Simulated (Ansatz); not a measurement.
**CH5ClOSi: basis-set convergence**

How large a basis does CH5ClOSi need? Two functionals and correlated methods are run in growing sets.

Method: one geometry, several basis sets; program: Ansatz 0.2.0, Gaussian basis.

Plan: PBE0-D4/def2-SVP; ωB97M-V/def2-SVP; PBE0-D4/def2-QZVPP; ωB97M-V/def2-QZVPP; CCSD(T)/cc-pV(D+d)Z; CCSD(T)/cc-pV(T+d)Z; CCSD(T)/cc-pV(Q+d)Z; the functionals' def2-TZVPP values are taken from earlier runs.

### 1 The relaxed structure

All runs share one geometry, relaxed beforehand with PBE0-D4 in a triple-zeta def2 set.

9 atoms, charge 0, spin multiplicity 1.

Atoms are counted from 1 here; the program's logs count them from 0.

Bond lengths: C1–Si2 1.852 Å, C1–H5 1.092 Å, C1–H6 1.093 Å, C1–H7 1.093 Å, Si2–O3 1.636 Å, Si2–Cl4 2.066 Å, Si2–H8 1.477 Å, O3–H9 0.958 Å. Angles: Si2–C1–H5 110.4°, Si2–C1–H6 110.2°, Si2–C1–H7 111.1°, H5–C1–H6 108.5°, H5–C1–H7 108.0°, H6–C1–H7 108.5°, C1–Si2–O3 113.3°, C1–Si2–Cl4 107.5°, C1–Si2–H8 112.9°, O3–Si2–Cl4 109.8°, O3–Si2–H8 105.4°, Cl4–Si2–H8 107.8°, Si2–O3–H9 118.5°.

### 2 PBE0-D4 in def2-SVP

Input file in.yaml:

```yaml
crystal:
  periodic: [false, false, false]
  atoms:
    - {symbol: C, position_ang: [-0.641459, 0.901711, -0.409340]}
    - {symbol: Si, position_ang: [0.027384, -0.687839, 0.266065]}
    - {symbol: O, position_ang: [1.352546, -0.484889, 1.204595]}
    - {symbol: Cl, position_ang: [0.486826, -1.901393, -1.340958]}
    - {symbol: H, position_ang: [-1.541036, 0.716423, -1.000898]}
    - {symbol: H, position_ang: [-0.897052, 1.581224, 0.407780]}
    - {symbol: H, position_ang: [0.090576, 1.394225, -1.054070]}
    - {symbol: H, position_ang: [-0.945308, -1.408080, 1.111939]}
    - {symbol: H, position_ang: [2.156123, -0.157683, 0.797685]}
basis:
  gaussian: {orbitals: def2-SVP}
hamiltonian: {xc: pbe0, dispersion: d4}
output: {orbitals: {seedname: orbitals}}
```

Run with:

```bash
$ ansatz run in.yaml --threads 2 --pin off --events-out ev --progress --plain --max-ram 32768MiB --backend cpu
```

Further steps of the session: ωB97M-V in def2-SVP; PBE0-D4 in def2-QZVPP; ωB97M-V in def2-QZVPP; CCSD(T) in cc-pV(D+d)Z; CCSD(T) in cc-pV(T+d)Z; CCSD(T) in cc-pV(Q+d)Z.

Before running them: what should the planned runs give, taken together? Wanted: MP2 correlation recovered, cc-pV(D+d)Z; MP2 correlation recovered, cc-pV(T+d)Z; MP2 correlation recovered, cc-pV(Q+d)Z; CCSD(T) limit from def2 sets; PBE0-D4: double and triple zeta above quadruple; ωB97M-V: double and triple zeta above quadruple.

As calculated:

| quantity | value |
| --- | --- |
| MP2 correlation recovered, cc-pV(D+d)Z | 68.1 % |
| MP2 correlation recovered, cc-pV(T+d)Z | 87.6 % |
| MP2 correlation recovered, cc-pV(Q+d)Z | 94.9 % |
| CCSD(T) limit from def2 sets (earlier runs) less the limit of this series | -81 meV |
| PBE0-D4: double and triple zeta above quadruple | 11.99, 0.83 eV |
| ωB97M-V: double and triple zeta above quadruple | 12.06, 0.79 eV |

In words: For PBE0-D4 the step from double to triple zeta gains 11.16 eV and the next only 0.83 eV. Correlation climbs from 68 % (cc-pV(D+d)Z) to 95 % (cc-pV(Q+d)Z) of the limit; Hartree-Fock is 0.136 eV from its own by then. A limit from the def2 sets, made apart, differs by 81 meV, a least measure of the doubt on such a limit. Total energies overstate the basis error of differences, where much of it tends to cancel. The LUMO of ωB97M-V is positive and keeps falling with the basis (2.94 to 1.46 eV): an unbound level that the basis holds in place.
